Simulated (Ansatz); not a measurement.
# LiAsH2 (SMILES [Li][AsH2]): functionals against CCSD(T) at one geometry

An exercise on one series of results from a longer session: the logs are not shown, and one member is left open.

The runs use Ansatz 0.2.0, Gaussian basis; single points in def2-TZVPP.

Cores are frozen in the correlated methods. Filled d shells of the heavier atoms are correlated. The outer core shell of Li, Na, Mg and K is correlated.

## The system as given

SMILES `[Li][AsH2]`, 4 atoms, charge 0, spin multiplicity 1.

Atoms are counted from 1 here; the program's logs count them from 0.

Bond lengths: Li1–As2 2.358 Å, As2–H3 1.501 Å, As2–H4 1.521 Å. Angles: Li1–As2–H3 76.9°, Li1–As2–H4 77.3°, H3–As2–H4 86.2°.

As a file:

```xyz
4

Li   -1.62180   -0.14710    0.42180
As    0.50350   -0.64940   -0.46810
H     0.28410    0.77370   -0.89100
H     0.84130   -0.08270    0.90220
```

Set-up of the first run:

Contents of run/in.yaml:

```yaml
crystal:
  periodic: [false, false, false]
  atoms:
    - {symbol: Li, position_ang: [-1.621800, -0.147100, 0.421800]}
    - {symbol: As, position_ang: [0.503500, -0.649400, -0.468100]}
    - {symbol: H, position_ang: [0.284100, 0.773700, -0.891000]}
    - {symbol: H, position_ang: [0.841300, -0.082700, 0.902200]}
basis:
  gaussian: {orbitals: def2-TZVPP}
correlation: {method: ccsd_t}
output: {forces: true}
```

No record of the launch command was kept for these runs.

Steps of the session up to this table: CCSD(T)/def2-TZVPP; PBE0-D4/def2-TZVPP; wB97M-V/def2-TZVPP; r2SCAN-D4/def2-TZVPP; PBE-D4/def2-TZVPP; LC-wPBE/def2-TZVPP; BLYP-D4/def2-TZVPP.

One of the session's tables, all rows but one given; the rest of the session is left out.

```
   method  RMS force component (eV/Å)  angle to CCSD(T) forces (°)  dipole (D)
  CCSD(T)                       0.279                    reference        6.74
  PBE0-D4                       0.311                          7.0        6.51
  wB97M-V                       0.266                          5.4        6.54
r2SCAN-D4                           ?                            ?           ?
   PBE-D4                       0.424                         14.6        6.12
  LC-wPBE                       0.215                         19.5        6.95
  BLYP-D4                       0.445                         13.9        5.93
```

Q: Estimate the row for r2SCAN-D4 from the others.

The run gave: RMS force component (eV/Å): 0.296; angle to CCSD(T) forces (°): 4.5; dipole (D): 6.65. In the column «RMS force component (eV/Å)» it lies between CCSD(T) (0.279) and PBE0-D4 (0.311).
